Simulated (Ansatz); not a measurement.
**CH₄BrSn radical: a ladder of functionals and wavefunction methods**

The task here is to estimate one member of a computed series from the others.

Computed with Ansatz 0.2.0, Gaussian basis. Level: functionals in def2-TZVPP, the program's frozen cores in correlated methods.

The runs, in order: LDA (SPW92), PBE-D4, revPBE-D4, BLYP-D4, r2SCAN-D4, B97M-V, PBE0-D4, B3LYP-D4, r2SCANh-D4, r2SCAN0-D4, HSE06-D4, BHLYP-D4, CAM-B3LYP-D4, LC-ωPBE, ωB97X-V, ωB97M-V, B2PLYP, PBE-QIDH; CCSD(T)/def2-SVP; CCSD(T)/def2-TZVPP; MP2/def2-QZVPP; extrapolation to the limit; RPA on PBE.

## The relaxed structure

The geometry comes from an earlier relaxation with PBE0-D4 in a triple-zeta def2 set; it is a stationary point, not always the lowest conformer. Sn takes the def2 core potential; no spin-orbit term is included.

SMILES `[CH3][SnH][Br]`, 7 atoms, charge 0, spin multiplicity 2.

Atoms are counted from 1 here; the program's logs count them from 0.

Bond lengths: C1–Sn2 2.155 Å, C1–H4 1.091 Å, C1–H5 1.088 Å, C1–H6 1.090 Å, Sn2–Br3 2.506 Å, Sn2–H7 1.731 Å. Angles: Sn2–C1–H4 107.4°, Sn2–C1–H5 109.4°, Sn2–C1–H6 109.7°, H4–C1–H5 109.9°, H4–C1–H6 110.1°, H5–C1–H6 110.2°, C1–Sn2–Br3 104.8°, C1–Sn2–H7 111.5°, Br3–Sn2–H7 104.5°.

Set-up of the first run:

Input file in.yaml:

```yaml
crystal:
  periodic: [false, false, false]
  atoms:
    - {symbol: C, position_ang: [-0.807768, 0.563862, -0.181694]}
    - {symbol: Sn, position_ang: [0.586640, -1.074685, -0.300211]}
    - {symbol: Br, position_ang: [1.344594, -1.443979, 2.059853]}
    - {symbol: H, position_ang: [-0.282627, 1.407955, 0.267875]}
    - {symbol: H, position_ang: [-1.651497, 0.277137, 0.443078]}
    - {symbol: H, position_ang: [-1.152937, 0.826305, -1.181557]}
    - {symbol: H, position_ang: [2.024696, -0.624594, -1.153045]}
basis:
  gaussian: {orbitals: def2-TZVPP}
magnetization: {spin_polarized: true, initial_magnetization: 1}
hamiltonian: {xc: lda}
output: {orbitals: {seedname: orbitals}}
```

The run is started by

```sh
$ ansatz run in.yaml --threads 2 --pin off --events-out ev --progress --plain --max-ram 32768MiB --backend cpu
```

Steps of the session up to this table: LDA; PBE-D4 (GGA); revPBE-D4 (GGA); BLYP-D4 (GGA); r2SCAN-D4 (meta-GGA); B97M-V (meta-GGA); B3LYP-D4 (hybrid); r2SCANh-D4 (hybrid); r2SCAN0-D4 (hybrid); HSE06-D4 (hybrid); BHLYP-D4 (hybrid); CAM-B3LYP-D4 (range-separated); LC-ωPBE (range-separated); ωB97X-V (range-separated); ωB97M-V (range-separated); B2PLYP (double hybrid); PBE-QIDH (double hybrid).

One of the session's tables, all rows but one given; the rest of the session is left out.

It belongs to the step «Frontier levels by functional». 

```
  functional  HOMO (eV)  LUMO (eV)  gap (eV)
 LDA (SPW92)      -5.27      -4.56      0.70
      PBE-D4      -5.20      -4.24      0.96
   revPBE-D4      -5.17      -4.11      1.06
     BLYP-D4      -5.02      -4.25      0.77
   r2SCAN-D4      -5.56      -3.95      1.61
      B97M-V      -5.38      -4.39      0.99
     PBE0-D4      -6.26      -3.42      2.85
    B3LYP-D4      -6.02      -3.79      2.23
  r2SCANh-D4      -5.95      -3.66      2.29
  r2SCAN0-D4      -6.53      -3.21      3.31
    HSE06-D4      -5.88      -3.79      2.09
    BHLYP-D4      -7.15      -2.68      4.47
CAM-B3LYP-D4      -7.46      -2.58      4.88
     LC-ωPBE      -8.80      -1.23      7.57
     ωB97X-V          ?          ?         ?
     ωB97M-V      -8.27      -1.73      6.54
```

**Question.** Estimate the row for ωB97X-V.

As computed: HOMO (eV): -8.34; LUMO (eV): -1.61; gap (eV): 6.73. In the column «HOMO (eV)» it lies between LC-ωPBE (-8.80) and ωB97M-V (-8.27).
